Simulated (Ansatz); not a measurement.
# SiMo3: the cost of one run

Method: DFT, levels as named, plane waves, PAW, in Ansatz 0.2.0.

**1. The system as given**

Symmetry: Pm-3n, No. 223, cubic system. Conventional cell: a = 4.889 Å, b = 4.889 Å, c = 4.889 Å, α = 90.00°, β = 90.00°, γ = 90.00°. Si (site symmetry m-3) has 12 Mo at 2.73 Å as nearest neighbours. Mo (site symmetry -4m2) is surrounded by 2 Mo at 2.44 Å and 4 Si at 2.73 Å.

Coordinates:

```cif
data_structure
_symmetry_space_group_name_H-M 'Pm-3n'
_symmetry_Int_Tables_number 223
_cell_length_a 4.8890
_cell_length_b 4.8890
_cell_length_c 4.8890
_cell_angle_alpha 90.000
_cell_angle_beta 90.000
_cell_angle_gamma 90.000
_cell_volume 116.86
loop_
_atom_site_label
_atom_site_type_symbol
_atom_site_symmetry_multiplicity
_atom_site_Wyckoff_symbol
_atom_site_fract_x
_atom_site_fract_y
_atom_site_fract_z
_atom_site_occupancy
Si1 Si 2 a 0.00000 0.00000 0.00000 1
Mo1 Mo 6 c 0.25000 0.00000 0.50000 1
```

**2. PBE: cell and atoms**

input.yaml reads:

```yaml
crystal:
  lattice:
    - [4.889, 0.0, 0.0]
    - [0.0, 4.889, 0.0]
    - [0.0, 0.0, 4.889]
  atoms:
    - { symbol: Si, position: [0.0, 0.0, 0.0] }
    - { symbol: Si, position: [0.5, 0.5, 0.5] }
    - { symbol: Mo, position: [0.25, 0.0, 0.5] }
    - { symbol: Mo, position: [0.5, 0.75, 0.0] }
    - { symbol: Mo, position: [0.75, 0.0, 0.5] }
    - { symbol: Mo, position: [0.5, 0.25, 0.0] }
    - { symbol: Mo, position: [0.0, 0.5, 0.75] }
    - { symbol: Mo, position: [0.0, 0.5, 0.25] }
  symmetry: { tolerance: 0.0003 }
hamiltonian:
  xc: pbe
  pseudopotentials: { kind: paw, azcp: { folder: soft_1 } }
basis:
  ecutwfc: 420
magnetization:
  spin_polarized: false
scf:
  occupations: { method: fermi_dirac, width: 0.1 }
kpoints:
  mp_grid: { grid: [7, 7, 7], shift: [0, 0, 0] }
output:
  forces: true
  stress: true
  eigenvalues: true
relax:
  max_steps: 60
  cell: {}
```

The run is started by

```sh
$ ansatz run input.yaml --threads 2 --pin off --max-ram 5632MiB --backend cpu --events-out ev --progress --plain --runs-dir out
```

Q: Estimate wall time and peak memory on 2 threads of Arm Neoverse V2, shared host.

About 19 s, with a peak of 0.45 GiB.
